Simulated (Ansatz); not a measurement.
**Si₆H₁₄: how energies converge with the basis set**

Aim: see how fast density functionals converge with the basis set for Si₆H₁₄.

The runs use Ansatz 0.2.0, Gaussian basis; one geometry, several basis sets.

Plan: PBE0-D4/def2-SVP; ωB97M-V/def2-SVP; PBE0-D4/def2-QZVPP; ωB97M-V/def2-QZVPP; the functionals' def2-TZVPP values are taken from earlier runs.

**1. The relaxed structure**

All runs share one geometry, relaxed beforehand with PBE0-D4 in a triple-zeta def2 set.

SMILES `[SiH3][SiH2][SiH2][SiH2][SiH2][SiH3]`, 20 atoms, charge 0, spin multiplicity 1.

Atoms are counted from 1 here; the program's logs count them from 0.

Bond lengths: Si1–Si2 2.340 Å, Si1–H7 1.487 Å, Si1–H8 1.488 Å, Si1–H9 1.487 Å, Si2–Si3 2.342 Å, Si2–H10 1.491 Å, Si2–H11 1.491 Å, Si3–Si4 2.339 Å, Si3–H12 1.490 Å, Si3–H13 1.491 Å, Si4–Si5 2.338 Å, Si4–H14 1.490 Å, Si4–H15 1.491 Å, Si5–Si6 2.339 Å, Si5–H16 1.490 Å, Si5–H17 1.489 Å, Si6–H18 1.488 Å, Si6–H19 1.487 Å and more. Angles: Si2–Si1–H7 109.8°, Si2–Si1–H8 109.9°, Si2–Si1–H9 111.3°, H7–Si1–H8 108.8°, H7–Si1–H9 108.7°, H8–Si1–H9 108.4°, Si1–Si2–Si3 112.9°, Si1–Si2–H10 109.6°, Si1–Si2–H11 107.8°, Si3–Si2–H10 109.3°, Si3–Si2–H11 109.3°, H10–Si2–H11 107.8°, Si2–Si3–Si4 111.1°, Si2–Si3–H12 109.2°, Si2–Si3–H13 109.5°, Si4–Si3–H12 109.5°, Si4–Si3–H13 109.6°, H12–Si3–H13 107.9° and more.

Coordinates:

```mol
H14Si6
  3D, bonds by distance, orders not assigned

 20 19  0  0  0  0  0  0  0  0999 V2000
   -0.8153   -1.8290   -1.8098 Si  0  0
   -1.4023   -1.9664    0.4512 Si  0  0
   -1.5495    0.1305    1.4846 Si  0  0
    0.5620    0.8961    2.1376 Si  0  0
    2.0405    0.8014    0.3295 Si  0  0
    1.1161    1.9465   -1.4887 Si  0  0
   -1.7780   -0.9515   -2.5274 H   0  0
   -0.8513   -3.1834   -2.4254 H   0  0
    0.5531   -1.2726   -1.9796 H   0  0
   -0.4062   -2.8053    1.1764 H   0  0
   -2.7236   -2.6518    0.5385 H   0  0
   -2.1592    1.1035    0.5351 H   0  0
   -2.4376    0.0354    2.6781 H   0  0
    1.0607    0.0477    3.2566 H   0  0
    0.4616    2.3011    2.6250 H   0  0
    3.3557    1.4030    0.6887 H   0  0
    2.2660   -0.6266   -0.0290 H   0  0
    1.1004    3.4052   -1.1952 H   0  0
    1.8928    1.7144   -2.7356 H   0  0
   -0.2860    1.5017   -1.7106 H   0  0
  1  2  8  0
  2  3  8  0
  3  4  8  0
  4  5  8  0
  5  6  8  0
  1  7  8  0
  1  8  8  0
  1  9  8  0
  2 10  8  0
  2 11  8  0
  3 12  8  0
  3 13  8  0
  4 14  8  0
  4 15  8  0
  5 16  8  0
  5 17  8  0
  6 18  8  0
  6 19  8  0
  6 20  8  0
M  END
```

**2. PBE0-D4 in def2-SVP**

Input file in.yaml:

```yaml
crystal:
  periodic: [false, false, false]
  atoms:
    - {symbol: Si, position_ang: [-0.815297, -1.828958, -1.809826]}
    - {symbol: Si, position_ang: [-1.402294, -1.966364, 0.451221]}
    - {symbol: Si, position_ang: [-1.549536, 0.130513, 1.484562]}
    - {symbol: Si, position_ang: [0.562030, 0.896133, 2.137556]}
    - {symbol: Si, position_ang: [2.040539, 0.801384, 0.329469]}
    - {symbol: Si, position_ang: [1.116131, 1.946482, -1.488747]}
    - {symbol: H, position_ang: [-1.777987, -0.951512, -2.527413]}
    - {symbol: H, position_ang: [-0.851319, -3.183379, -2.425419]}
    - {symbol: H, position_ang: [0.553127, -1.272636, -1.979570]}
    - {symbol: H, position_ang: [-0.406159, -2.805268, 1.176384]}
    - {symbol: H, position_ang: [-2.723569, -2.651753, 0.538505]}
    - {symbol: H, position_ang: [-2.159220, 1.103516, 0.535099]}
    - {symbol: H, position_ang: [-2.437639, 0.035406, 2.678135]}
    - {symbol: H, position_ang: [1.060696, 0.047674, 3.256599]}
    - {symbol: H, position_ang: [0.461556, 2.301090, 2.625038]}
    - {symbol: H, position_ang: [3.355706, 1.403022, 0.688696]}
    - {symbol: H, position_ang: [2.266027, -0.626605, -0.028964]}
    - {symbol: H, position_ang: [1.100406, 3.405205, -1.195167]}
    - {symbol: H, position_ang: [1.892837, 1.714378, -2.735606]}
    - {symbol: H, position_ang: [-0.286025, 1.501672, -1.710572]}
basis:
  gaussian: {orbitals: def2-SVP}
hamiltonian: {xc: pbe0, dispersion: d4}
output: {orbitals: {seedname: orbitals}}
```

After this run come: ωB97M-V in def2-SVP; PBE0-D4 in def2-QZVPP; ωB97M-V in def2-QZVPP.

**Question.** What will the summary of the whole plan be? Wanted: PBE0-D4: double and triple zeta above quadruple; ωB97M-V: double and triple zeta above quadruple.

As calculated:

```
                                       quantity           value
PBE0-D4: double and triple zeta above quadruple  18.09, 1.58 eV
ωB97M-V: double and triple zeta above quadruple  18.21, 1.50 eV
```

**Reading.** For PBE0-D4 the step from double to triple zeta gains 16.52 eV and the next only 1.58 eV. Total energies overstate the basis error of differences, where much of it tends to cancel.
